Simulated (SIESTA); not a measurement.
# In3As under changes of volume

One of the cells (25.999 Å³/atom); the others are scaled copies at fixed shape and fractional positions:

```
CELL_PARAMETERS angstrom
4.70262 0.00000 0.00000
0.00000 4.70262 0.00000
0.00000 0.00000 4.70262
ATOMIC_POSITIONS crystal
In 0.50000 0.50000 0.00000
In 0.50000 0.00000 0.50000
In 0.00000 0.50000 0.50000
As 0.00000 0.00000 0.00000
```

The cell comes from a database or a generator and needn't be the stable form of this composition.

```yaml
Program: SIESTA 5.4.2
Functional: PBEsol
Potentials_or_basis: PseudoDojo 0.4 standard (PBEsol files)
Basis: DZP (energy shift 0.003 Ry; two zetas on semicore shells)
Grid_cutoff: 500 Ry
Energy_shift: 0.003 Ry
k_mesh: 6 × 6 × 6
Occupations: fermi-dirac, width 0.05 eV
Spin: no spin polarisation
```

```csv
volume (Å³/atom),energy over the lowest point (meV/atom),pressure (GPa)
23.960,2.97,1.5
24.470,0.00,0.4
24.980,?,?
25.999,9.49,-2.3
26.509,17.92,-3.0
27.019,29.01,-3.7
```

Task: What does the run at 24.980 Å³/atom give?

Result: Energy over the lowest point 0.33 meV/atom; pressure -0.6 GPa.

Worked out: A Birch-Murnaghan fit of order 3 (a polynomial in V^(-2/3)) to the other rows has its minimum at 24.68 Å³/atom with B0 = V·E''(V) = 47 GPa (rough, since the energies scatter). It gives 0.26 meV/atom at 24.980 Å³/atom, against the run's 0.33, and -dE/dV = -0.6 GPa, against -0.6.

Energies are extrapolated to zero smearing.

Caveats: the basis of atomic orbitals isn't converged, which shifts pressures, moduli and gaps.
